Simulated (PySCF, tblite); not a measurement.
# SiH₄O₄− (doublet), a small gas-phase stand-in for a defect centre: EPR parameters

Wanted: the EPR parameters for `O[Si](O)(O)O`. It is drawn as: fourfold Si.

Programs: tblite 0.8.0 and PySCF 2.14.0. All values are calculated, for the isolated system unless a continuum is named. Atoms count from 0, parts from 1.

## (1) Starting point

9 atoms, charge -1, multiplicity 2; geometry: distance geometry start.

## (2) Geometry optimisation with GFN2-xTB

Job settings and geometry (Å):

```
{"job": {"kind": "relax", "xc": "GFN2-xTB", "basis": "xTB"}, "charge": -1, "multiplicity": 2}
Si     0.094304    -0.017738    -0.123258
O     -0.324139    -0.888754     1.296025
O      0.379618     1.600307     0.417320
O      1.552739    -0.640880    -0.744831
O     -1.172891    -0.085410    -1.258943
H     -0.347052    -1.829397     1.036791
H     -0.413472     1.950631     0.821416
H      2.307108    -0.034157    -0.563141
H     -2.056116    -0.085804    -0.872300
```

Level: GFN2-xTB geometry optimisation, gas phase.

Command:

```console
$ OMP_NUM_THREADS=1 python cluster_run.py task.json out
```

This one command runs all jobs of the session in turn.

**Question.** The jobs that follow are: PBE0-D3(BJ)/def2-SVP geometry optimisation, gas phase; UKS B3LYP, IGLO-III on O Si, pcH-1 on H, non-relativistic, mean-field spin-orbit, GIAO; UKS BHandHLYP, IGLO-III on O Si, pcH-1 on H, non-relativistic, mean-field spin-orbit, GIAO. Predict: point group; rotational constants (main isotopes); g(iso) (B3LYP); ⟨S²⟩; largest a(iso) (averaged by class).

As calculated:

```
                            quantity                     value
                         point group                        C2
rotational constants (main isotopes)      5.30, 3.76, 2.71 GHz
                      g(iso) (B3LYP)                   2.00130
                                ⟨S²⟩        0.752 (exact 0.75)
  largest a(iso) (averaged by class)  29Si on Si0, -1026.6 MHz
```

The start of the PBE0/def2-SVP relaxation was shaken at random by about 0.01 Å, so part of the energy gained, and of the first lengths quoted, undoes that. Over 12 steps the energy fell by 0.187 eV; of the close pairs, Si0–O4 changed most, 1.842 to 1.794 Å (PBE0/def2-SVP). Si0 carries the largest spin population, 0.92 e. The isotropic g lies 1.0 ppt below the free-electron value. The coupling of 29Si on Si0 runs from -1069.9 (BHandHLYP/IGLO-III+pcH-1) to -1026.6 MHz (B3LYP/IGLO-III+pcH-1).
